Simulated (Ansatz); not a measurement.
The system is YCo2.

```
CELL_PARAMETERS angstrom
0.00000 3.60750 3.60750
3.60750 0.00000 3.60750
3.60750 3.60750 0.00000
ATOMIC_POSITIONS crystal
Y 0.75000 0.75000 0.75000
Y 0.50000 0.50000 0.50000
Co 0.12500 0.62500 0.12500
Co 0.12500 0.12500 0.62500
Co 0.62500 0.12500 0.12500
Co 0.12500 0.12500 0.12500
```

```yaml
Program: Ansatz 0.2.0
Task: single point
Functional: PBEsol
Potentials_or_basis: Ansatz PAW
Cutoff: "420 eV (not typed: the program's choice for these potentials)"
k_mesh: 7 × 7 × 7
Occupations: fermi-dirac, width 0.05 eV
Spin: collinear spin, ferromagnetic start
Starting_moments: "[0.0, 0.0, 2.0, 2.0, 2.0, 2.0] μB"
```

On this cell: pressure -7.8 GPa; largest force zero by symmetry; net moment 3.84 μB per cell; site moments Y -0.19; Co +1.19 μB; band gap on the k mesh none (metal or under the smearing width).

The same run follows on a disturbed copy (atoms moved at random, drawn with an rms of 0.05 Å):

```
Y Co
1.0
     0.00000    3.60750    3.60750
     3.60750    0.00000    3.60750
     3.60750    3.60750    0.00000
Y Co
2 4
Direct
  0.73923 0.75882 0.75173
  0.49790 0.49979 0.50629
  0.12898 0.63492 0.11198
  0.12853 0.12323 0.62806
  0.63367 0.12410 0.13001
  0.12429 0.12448 0.13279
```

What does the disturbed cell give?

The energy (extrapolated to zero smearing) moves by +5.3 meV/atom; pressure -7.6 GPa; largest force 0.401 eV/Å; net moment 3.83 μB per cell; site moments Y -0.18; Co +1.19, +1.18 μB; band gap on the k mesh none (metal or under the smearing width).

Forces on the atoms (eV/Å):
```
Y   -0.181  0.349  0.065
Y   -0.031 -0.136  0.077
Co   0.171  0.231 -0.279
Co   0.001 -0.180  0.050
Co  -0.023 -0.221 -0.067
Co   0.062 -0.043  0.155
```

Stress tensor (GPa, compression positive):
```
-7.56 -0.06  0.38
-0.06 -7.65 -0.12
 0.38 -0.12 -7.61
```

Caveats: the PAW data sets come from PBE, with cores solved anew for the run's functional, which leaves a small shift of forces and pressure.
